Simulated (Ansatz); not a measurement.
# NdS5: the cost of one run

Computed with Ansatz 0.2.0 (DFT PBE, scalar-relativistic, plane waves, PAW; 4f electrons in the core of a trivalent norm-conserving potential, unless a step's input says otherwise).

1 further run of the same task is left out (it didn't finish). Runs told in other sessions of the task aren't counted.

**1. Starting point**

The structure is hexagonal, space group P6/mmm (No. 191). Conventional cell: a = 6.059 Å, b = 6.059 Å, c = 5.053 Å, α = 90.00°, β = 90.00°, γ = 120.00°. Around Nd (site symmetry 6/mmm) lie 18 S at 3.50 to 3.94 Å. Around S (site symmetry -6m2) lie 9 S at 3.07 to 3.50 Å and 3 Nd at 3.50 Å. Around S (site symmetry mmm) lie 8 S at 3.03 to 3.07 Å and 4 Nd at 3.94 Å.

As a file:

```
Nd S
1.0
     6.05896    0.00000    0.00000
    -3.02948    5.24722    0.00000
     0.00000    0.00000    5.05328
Nd S
1 5
Direct
  0.00000 0.00000 0.00000
  0.33333 0.66667 0.00000
  0.66667 0.33333 0.00000
  0.50000 0.00000 0.50000
  0.50000 0.50000 0.50000
  0.00000 0.50000 0.50000
```

A structure generator made this guess: species swapped into a database cell of CaPd5 (P6/mmm, No. 191), with Nd on the Ca sites and S on the Pd sites. Lengths come from tabulated atomic sizes and are only a guess.

**2. A first look at the guess**

File input.yaml:

```yaml
crystal:
  lattice:
    - [6.05896206, 0.0, 0.0]
    - [-3.02948103, 5.24721507, 0.0]
    - [0.0, 0.0, 5.05328417]
  atoms:
    - { symbol: Nd, position: [0.0, 0.0, 0.0] }
    - { symbol: S, position: [0.33333333, 0.66666667, 0.0] }
    - { symbol: S, position: [0.66666667, 0.33333333, 0.0] }
    - { symbol: S, position: [0.5, 0.0, 0.5] }
    - { symbol: S, position: [0.5, 0.5, 0.5] }
    - { symbol: S, position: [0.0, 0.5, 0.5] }
basis:
  ecutwfc: 660
kpoints:
  mp_grid: { grid: [3, 3, 4] }
hamiltonian:
  xc: pbe
  pseudopotentials:
    kind: paw
    azcp: { Nd: "pseudopotentials/pbe/nc/lanthanide_3plus/Nd.nc.azcp" }
scf:
  occupations: { method: gaussian, width: 0.1 }
  lower_state_search: "off"
output:
  forces: true
  stress: true
  eigenvalues: true
```

The run is started by

```sh
> ansatz run input.yaml --threads 1 --pin off --max-ram 2560MiB --backend cpu --events-out ev --progress --plain --runs-dir out
```

What time and memory should one allow on 1 thread of Arm Neoverse V1, shared host?

About 5 s, with a peak of 0.42 GiB.
